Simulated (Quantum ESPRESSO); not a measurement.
# Al2Cl: zone-centre phonons under several settings

```
CELL_PARAMETERS angstrom
3.78917 0.00000 0.00000
0.00000 3.78917 0.00000
0.00000 0.00000 4.76684
ATOMIC_POSITIONS crystal
Al 0.50000 0.00000 0.34803
Al 0.00000 0.50000 0.34803
Cl 0.00000 0.00000 0.38485
```

The cell was built by a generator and needn't be a form met in nature.

All runs used Quantum ESPRESSO 7.5; potentials PseudoDojo 0.4.1 SR LDA standard; k mesh 6 × 6 × 4, shifted; no spin polarisation; cutoff 762 eV; occupations fermi-dirac, width 0.05 eV.

```tsv
level	geometry	volume (Å³/atom)	pressure (GPa)	lowest optical mode without the field (cm⁻¹)	highest optical mode without the field (cm⁻¹)
LDA	relaxed at 3 GPa	?	3.4	?	?
LDA	relaxed at 15 GPa	18.30	15.2	97i	364
```

What stands in the row left open?

Volume 21.35 Å³/atom; lowest optical mode without the field 80i cm⁻¹; highest optical mode without the field 222 cm⁻¹.

Values marked i are imaginary: the cell is unstable against those modes at that level, or the meshes are too thin.

Caveats: the mesh is thin for the phonons of a metal; some modes are imaginary; the cell is more than 3 GPa from zero pressure, which shifts response properties; the layers were relaxed without a dispersion term, so their spacing and the soft interlayer modes are unreliable; the cell relaxed to another space group than the one typed; an odd number of electrons without spin polarisation forces a metal; a magnetic or distorted state may lie lower.

For the row left open. Caveat: the k mesh is coarse; the mesh is thin for the phonons of a metal; some modes are imaginary; the cell is more than 3 GPa from zero pressure, which shifts response properties; the layers were relaxed without a dispersion term, so their spacing and the soft interlayer modes are unreliable; the cell relaxed to another space group than the one typed; an odd number of electrons without spin polarisation forces a metal; a magnetic or distorted state may lie lower.
